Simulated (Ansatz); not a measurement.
# HPbNO4: the cost of one run

Program: Ansatz 0.2.0. Level of theory: DFT PBE, scalar-relativistic, plane waves, PAW, unless a step names another level. These are calculated values, not measurements.

5 further runs of the same task are left out: 5 that didn't finish.

## 1. The starting structure

It takes space group P1 (No. 1, triclinic). The conventional cell has a = 3.857 Å, b = 4.338 Å, c = 5.984 Å, α = 81.87°, β = 83.26°, γ = 87.68°. H (site symmetry 1) is surrounded by 1 O at 0.99 Å. Pb (site symmetry 1) is surrounded by 4 O at 2.09 to 2.30 Å. N (site symmetry 1) is surrounded by 2 O at 1.22 to 1.26 Å. O (site symmetry 1) is surrounded by 2 Pb at 2.09 to 2.10 Å. O (site symmetry 1) has 1 N at 1.22 Å as nearest neighbours. Around O (site symmetry 1) lie 1 H at 0.99 Å. O (site symmetry 1) has 1 N at 1.26 Å as nearest neighbours.

Coordinates:

```cif
data_structure
_symmetry_space_group_name_H-M 'P 1'
_symmetry_Int_Tables_number 1
_cell_length_a 3.8572
_cell_length_b 4.3379
_cell_length_c 5.9844
_cell_angle_alpha 81.872
_cell_angle_beta 83.257
_cell_angle_gamma 87.679
_cell_volume 98.41
loop_
_atom_site_label
_atom_site_type_symbol
_atom_site_fract_x
_atom_site_fract_y
_atom_site_fract_z
_atom_site_occupancy
H1 H 0.61511 0.89559 0.19844 1
Pb1 Pb 0.64597 0.44651 0.91685 1
N1 N 0.71474 0.23810 0.50058 1
O1 O 0.16958 0.47007 0.77768 1
O2 O 0.62919 0.97045 0.49845 1
O3 O 0.56424 0.92583 0.03849 1
O4 O 0.78022 0.42250 0.31951 1
```

It came out lowest among 14 distinct ends of the trial cells. At a tolerance of 0.02 Å it has space group P1 (No. 1).

## 2. Tight relaxation for the response runs, on the response runs' mesh and smearing

Contents of input.yaml:

```yaml
crystal:
  lattice:
    - [3.8570681494, 0.0017783249, -0.0365791937]
    - [0.1735262665, 4.3343640308, -0.016467128]
    - [0.7580297414, 0.8387256721, 5.8766205924]
  atoms:
    - { symbol: H, position: [0.6151129107, 0.8955890613, 0.1984371123] }
    - { symbol: Pb, position: [0.6459716153, 0.4465069804, 0.9168463375] }
    - { symbol: "N", position: [0.7147430649, 0.2381040564, 0.5005804354] }
    - { symbol: O, position: [0.1695750965, 0.4700692199, 0.7776844298] }
    - { symbol: O, position: [0.629187344, 0.9704467002, 0.4984543376] }
    - { symbol: O, position: [0.5642365524, 0.9258274687, 0.0384886123] }
    - { symbol: O, position: [0.7802214161, 0.422504533, 0.3195087251] }
basis:
  ecutwfc: 420
kpoints:
  mp_grid: { grid: [10, 8, 6] }
hamiltonian:
  xc: pbe
scf:
  occupations: { method: gaussian, width: 0.01 }
output:
  forces: true
  stress: true
  eigenvalues: true
relax:
  adjacent_minimum: "off"
  f_tol: 0.001
  max_steps: 60
  cell: { stress_tol: 0.01 }
```

Command:

```bash
$ ansatz run input.yaml --threads 3 --pin off --max-ram 7680MiB --backend cpu --events-out ev --progress --plain --runs-dir out
```

**Question.** How long does this run take on 3 threads of Intel Xeon 6975P-C (Granite Rapids), shared host, and how much memory does it need?

About 4.4 min, with a peak of 0.86 GiB.
